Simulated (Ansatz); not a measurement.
Geometry optimisation, DFT PBEsol, scalar-relativistic, plane waves, PAW in Ansatz 0.2.0.

Input:

```yaml
crystal:
  lattice:
    - [5.70406, 0.0, 0.0]
    - [-2.85203, 4.939861, 0.0]
    - [0.0, 0.0, 17.20114]
  atoms:
    - { symbol: W, position: [0.0, 0.0, 0.0581357] }
    - { symbol: C, position: [0.3333333, 0.1666667, 0.1395477] }
    - { symbol: W, position: [0.0, 0.0, 0.2209598] }
    - { symbol: C, position: [0.3333333, 0.1666667, 0.3023718] }
    - { symbol: W, position: [0.0, 0.5, 0.0581357] }
    - { symbol: C, position: [0.3333333, 0.6666667, 0.1395477] }
    - { symbol: W, position: [0.0, 0.5, 0.2209598] }
    - { symbol: C, position: [0.3333333, 0.6666667, 0.3023718] }
    - { symbol: W, position: [0.5, 0.0, 0.0581357] }
    - { symbol: C, position: [0.8333333, 0.1666667, 0.1395477] }
    - { symbol: W, position: [0.5, 0.0, 0.2209598] }
    - { symbol: C, position: [0.8333333, 0.1666667, 0.3023718] }
    - { symbol: W, position: [0.5, 0.5, 0.0581357] }
    - { symbol: C, position: [0.8333333, 0.6666667, 0.1395477] }
    - { symbol: W, position: [0.5, 0.5, 0.2209598] }
    - { symbol: C, position: [0.8333333, 0.6666667, 0.3023718] }
    - { symbol: W, position: [0.8255434, 0.1472358, 0.4430602] }
basis:
  ecutwfc: 420.0
kpoints:
  mp_grid: { grid: [3, 3, 1] }
hamiltonian:
  xc: pbesol
  pseudopotentials: { kind: paw, azcp: { folder: soft_1 } }
scf:
  occupations: { method: gaussian, width: 0.05 }
  lower_state_search: "off"
relax:
  f_tol: 0.03
  max_steps: 60
  adjacent_minimum: "off"
  constraints: [{ sites: [0, 4, 8, 12] }]
output:
  write_density: true
  write_potential: true
  elf: true
  volumetric_format: npy
```

Run as:

```bash
$ ansatz run input.yaml --threads 4 --pin off --max-ram 10240MiB --backend cpu --events-out ev --progress --plain --runs-dir out
```

Q: Where does it end, and by what steps?

A: The run converged. Limits of this set-up: coarse k mesh, thin slab, slab without dipole correction, PAW files made for another functional, a typed lattice constant that wasn't relaxed here. After 14 steps the energy has fallen by 13.903 eV; W17 moved furthest, 2.18 Å. Joined: C8–W17 (3.68 → 1.90 Å), W15–W17 (4.98 → 2.83 Å), C16–W17 (3.67 → 1.90 Å).

| step | energy less start (eV) | largest force component (eV/Å) | accepted |
| --- | --- | --- | --- |
| 0 | 0.0000 | 6.104 | yes |
| 1 | -3.0048 | 6.391 | yes |
| 2 | -4.7420 | 3.973 | yes |
| 3 | -5.2269 | 2.967 | yes |
| 4 | -5.7311 | 1.306 | yes |
| 5 | -6.2717 | 2.417 | yes |
| 6 | -7.0655 | 3.549 | yes |
| 7 | -8.1587 | 4.592 | yes |
| 8 | -9.5372 | 5.490 | yes |
| 9 | -11.1362 | 5.883 | yes |
| 10 | -12.6178 | 4.479 | yes |
| 11 | -13.5161 | 1.304 | yes |
| 12 | -13.8649 | 0.407 | yes |
| 13 | -13.9027 | 0.080 | yes |
| 14 | -13.9032 | 0.011 | yes |

```xyz
17
Lattice="5.7041 0.0000 0.0000 -2.8520 4.9399 0.0000 0.0000 0.0000 17.2011" Properties=species:S:1:pos:R:3
W 0.000 0.000 1.000
C 1.426 0.823 2.312
W 0.030 0.017 3.816
C 1.426 0.824 5.020
W -1.426 2.470 1.000
C -0.006 3.290 2.340
W -1.426 2.470 3.859
C -0.010 3.288 5.162
W 2.852 0.000 1.000
C 4.278 0.831 2.340
W 2.822 0.018 3.816
C 4.278 0.835 5.162
W 1.426 2.470 1.000
C 2.858 3.290 2.340
W 1.426 2.435 3.816
C 2.862 3.288 5.162
W 4.278 -0.823 6.094
```

Whether the end is a true minimum wasn't checked by a vibrational analysis.

The run took 2.1 min on 4 threads of Arm Neoverse V1 (shared host), peak memory 1.3 GiB.
